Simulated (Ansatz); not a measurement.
# C2H7AlTe: small, medium and large basis sets

An exercise on one series of results from a longer session: the logs are not shown, and one member is left open.

Method: one geometry, several basis sets; program: Ansatz 0.2.0, Gaussian basis.

The runs, in order: PBE0-D4/def2-SVP; ωB97M-V/def2-SVP; PBE0-D4/def2-QZVPP; ωB97M-V/def2-QZVPP; the functionals' def2-TZVPP values are taken from earlier runs.

### The geometry

The geometry comes from an earlier relaxation with PBE0-D4 in a triple-zeta def2 set; it is a stationary point, not always the lowest conformer. Te takes the def2 core potential; no spin-orbit term is included.

SMILES `[CH3][Al]([CH3])[TeH]`, 11 atoms, charge 0, spin multiplicity 1.

Atoms are counted from 1 here; the program's logs count them from 0.

Bond lengths: C1–Al2 1.950 Å, C1–H5 1.095 Å, C1–H6 1.095 Å, C1–H7 1.092 Å, Al2–C3 1.951 Å, Al2–Te4 2.542 Å, C3–H8 1.095 Å, C3–H9 1.095 Å, C3–H10 1.092 Å, Te4–H11 1.657 Å. Angles: Al2–C1–H5 110.7°, Al2–C1–H6 110.3°, Al2–C1–H7 113.0°, H5–C1–H6 106.7°, H5–C1–H7 108.1°, H6–C1–H7 107.8°, C1–Al2–C3 123.5°, C1–Al2–Te4 119.9°, C3–Al2–Te4 116.6°, Al2–C3–H8 110.6°, Al2–C3–H9 110.5°, Al2–C3–H10 113.1°, H8–C3–H9 106.6°, H8–C3–H10 107.9°, H9–C3–H10 107.8°, Al2–Te4–H11 91.7°.

Set-up of the first run:

Contents of in.yaml:

```yaml
crystal:
  periodic: [false, false, false]
  atoms:
    - {symbol: C, position_ang: [-0.222653, 1.396147, -0.924520]}
    - {symbol: Al, position_ang: [-0.104466, -0.326633, -0.018417]}
    - {symbol: C, position_ang: [0.951762, -0.624966, 1.594332]}
    - {symbol: Te, position_ang: [-1.378269, -2.328300, -0.931768]}
    - {symbol: H, position_ang: [0.776251, 1.789149, -1.140122]}
    - {symbol: H, position_ang: [-0.717986, 2.130384, -0.280052]}
    - {symbol: H, position_ang: [-0.778043, 1.346530, -1.862936]}
    - {symbol: H, position_ang: [0.646382, 0.064040, 2.388799]}
    - {symbol: H, position_ang: [2.011860, -0.429952, 1.400188]}
    - {symbol: H, position_ang: [0.865458, -1.642425, 1.981516]}
    - {symbol: H, position_ang: [-1.984898, -1.430872, -2.186319]}
basis:
  gaussian: {orbitals: def2-SVP}
hamiltonian: {xc: pbe0, dispersion: d4}
output: {orbitals: {seedname: orbitals}}
```

The run is started by

```sh
> ansatz run in.yaml --threads 4 --pin off --events-out ev --progress --plain --max-ram 10444MiB
```

Among the steps run: PBE0-D4 in def2-SVP; ωB97M-V in def2-SVP; PBE0-D4 in def2-QZVPP; ωB97M-V in def2-QZVPP.

One table of the session follows, with a row left open; its other results are not shown here.

```
functional       basis  HOMO (eV)
   PBE0-D4    def2-SVP      -6.45
   PBE0-D4  def2-TZVPP      -6.54
   PBE0-D4  def2-QZVPP      -6.55
   ωB97M-V    def2-SVP      -8.46
   ωB97M-V  def2-TZVPP          ?
   ωB97M-V  def2-QZVPP      -8.59
```

Q: Estimate the row for ωB97M-V, def2-TZVPP from the others.

As computed: HOMO (eV): -8.57. In the column «HOMO (eV)» it lies between ωB97M-V, def2-QZVPP (-8.59) and ωB97M-V, def2-SVP (-8.46).
